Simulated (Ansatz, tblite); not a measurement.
# The cluster Zn7H20Se7: one state, many levels

One table from this session's results is given with a row withheld; the runs are named, their logs left out.

Program: Ansatz 0.2.0, Gaussian basis. Level of theory: as each input shows. These are calculated values, not measurements.

Levels to be run: GFN1-xTB, GFN2-xTB, PBE-D4/def2-TZVP, r2SCAN-D4/def2-TZVP, PBE-D4/def2-SVP, PBE0-D4/def2-SVP.

1 further run of the same task is left out (set aside as unsound or not needed).

## The geometry

The geometry is that of the singlet, from an earlier relaxation (r2SCAN-D4/def2-SVP).

34 atoms, charge 0, spin multiplicity 1.

Bond lengths: Zn1–Se9 2.587 Å, Zn1–Se10 2.509 Å, Zn1–H15 1.649 Å, Zn1–H16 1.670 Å, Zn2–Se8 2.604 Å, Zn2–Se11 2.609 Å, Zn2–Se12 2.569 Å, Zn2–H17 1.557 Å, Zn3–Se13 2.654 Å, Zn3–H15 1.737 Å, Zn3–H18 1.556 Å, Zn3–H23 1.808 Å, Zn4–Se9 2.628 Å, Zn4–Se14 2.578 Å, Zn4–H16 1.752 Å, Zn4–H19 1.556 Å, Zn5–Se10 2.695 Å, Zn5–Se14 2.520 Å and more. Angles: Se9–Zn1–Se10 128.0°, Se9–Zn1–H15 103.5°, Se9–Zn1–H16 95.1°, Se10–Zn1–H15 105.0°, Se10–Zn1–H16 100.8°, H15–Zn1–H16 127.3°, Se8–Zn2–Se11 104.5°, Se8–Zn2–Se12 99.3°, Se8–Zn2–H17 115.9°, Se11–Zn2–Se12 97.5°, Se11–Zn2–H17 115.5°, Se12–Zn2–H17 121.1°, Se13–Zn3–H15 106.1°, Se13–Zn3–H18 114.2°, Se13–Zn3–H23 93.3°, H15–Zn3–H18 118.6°, H15–Zn3–H23 104.0°, H18–Zn3–H23 117.2° and more.

PBE0-D4/def2-TZVP was run before; its log isn't repeated, and its numbers join the tables.

Set-up of the first run:

Tight binding, by tblite at 300 K electronic temperature and without a spin-polarisation term:

```python
tblite.interface.Calculator('GFN1-xTB', numbers, positions, charge=0, uhf=0).singlepoint()
```

Tight binding, by tblite at 300 K electronic temperature and without a spin-polarisation term:

```python
tblite.interface.Calculator('GFN2-xTB', numbers, positions, charge=0, uhf=0).singlepoint()
```

start.molden holds the orbitals of an earlier run on this state, given as this run's starting guess.

in.yaml reads:

```yaml
crystal:
  periodic: [false, false, false]
  atoms:
    - {symbol: Zn, position_ang: [0.465273, -2.542803, 0.455168]}
    - {symbol: Zn, position_ang: [-2.304570, 2.388771, -1.771470]}
    - {symbol: Zn, position_ang: [2.835660, -2.192118, -1.320272]}
    - {symbol: Zn, position_ang: [-2.117316, -2.308334, 1.086969]}
    - {symbol: Zn, position_ang: [0.471966, 0.479350, 3.429121]}
    - {symbol: Zn, position_ang: [2.675523, 1.675629, 1.185343]}
    - {symbol: Zn, position_ang: [3.500118, -0.797535, 0.848834]}
    - {symbol: Se, position_ang: [-3.898790, 0.606609, -0.741524]}
    - {symbol: Se, position_ang: [-1.140043, -1.258125, -1.114734]}
    - {symbol: Se, position_ang: [1.772283, -1.645051, 2.399841]}
    - {symbol: Se, position_ang: [-0.857861, 1.057665, -3.486246]}
    - {symbol: Se, position_ang: [-0.558446, 2.518577, 0.108260]}
    - {symbol: Se, position_ang: [2.049102, 0.331331, -1.076588]}
    - {symbol: Se, position_ang: [-1.659038, -0.019751, 2.181004]}
    - {symbol: H, position_ang: [1.599196, -3.156662, -0.573298]}
    - {symbol: H, position_ang: [-0.741591, -3.380631, 1.249028]}
    - {symbol: H, position_ang: [-2.986607, 3.673201, -2.326241]}
    - {symbol: H, position_ang: [3.317618, -2.576082, -2.749036]}
    - {symbol: H, position_ang: [-3.569658, -2.856980, 1.189474]}
    - {symbol: H, position_ang: [0.487772, 0.796957, 4.947349]}
    - {symbol: H, position_ang: [1.427046, 1.107110, 2.172433]}
    - {symbol: H, position_ang: [2.945862, 3.175989, 0.853108]}
    - {symbol: H, position_ang: [4.098361, -2.031250, -0.036614]}
    - {symbol: H, position_ang: [4.083914, 0.596771, 1.481723]}
    - {symbol: H, position_ang: [-4.305643, 0.092369, -2.063333]}
    - {symbol: H, position_ang: [-5.024943, 1.577239, -0.776733]}
    - {symbol: H, position_ang: [-1.166413, -2.448053, -1.980951]}
    - {symbol: H, position_ang: [2.167983, -3.006785, 2.806358]}
    - {symbol: H, position_ang: [-1.997870, 0.262727, -3.972903]}
    - {symbol: H, position_ang: [-1.101274, 2.066068, -4.553281]}
    - {symbol: H, position_ang: [0.158860, 3.633133, -0.550098]}
    - {symbol: H, position_ang: [-1.394708, 3.464518, 0.875726]}
    - {symbol: H, position_ang: [3.319729, 0.853324, -1.618129]}
    - {symbol: H, position_ang: [-2.548798, -0.148578, 3.343313]}
basis:
  gaussian: {orbitals: def2-TZVP, fitting: {mean_field: def2-universal-jkfit}, initial_orbitals: start.molden}
hamiltonian: {xc: pbe, dispersion: d4}
scf: {omitted_lower_state_checks: [starts]}
output: {forces: true, orbitals: {seedname: orbitals}}
```

On the command line:

```sh
ansatz run in.yaml --threads 4 --pin off --events-out ev --progress --plain --max-ram 66560MiB --backend cuda --devices 0, --max-vram 37GiB
```

Steps of the session up to this table: PBE-D4/def2-TZVP; r2SCAN-D4/def2-TZVP; PBE-D4/def2-SVP; PBE0-D4/def2-SVP.

One of the session's tables, all rows but one given; the rest of the session is left out.

It belongs to the step «Binding energy». 

```
              level  binding an atom (eV)
    PBE-D4/def2-SVP                 2.200
   PBE-D4/def2-TZVP                     ?
r2SCAN-D4/def2-TZVP                 2.178
   PBE0-D4/def2-SVP                 2.179
  PBE0-D4/def2-TZVP                 2.117
```

Q: Estimate the row for PBE-D4/def2-TZVP from the others.

**Answer.** binding an atom (eV): 2.119. In the column «binding an atom (eV)» it lies between PBE0-D4/def2-TZVP (2.117) and r2SCAN-D4/def2-TZVP (2.178).

To keep in mind: Free atoms were run apart at each level; binding is atoms less cluster, divided by the number of atoms, without zero-point or spin-orbit terms.
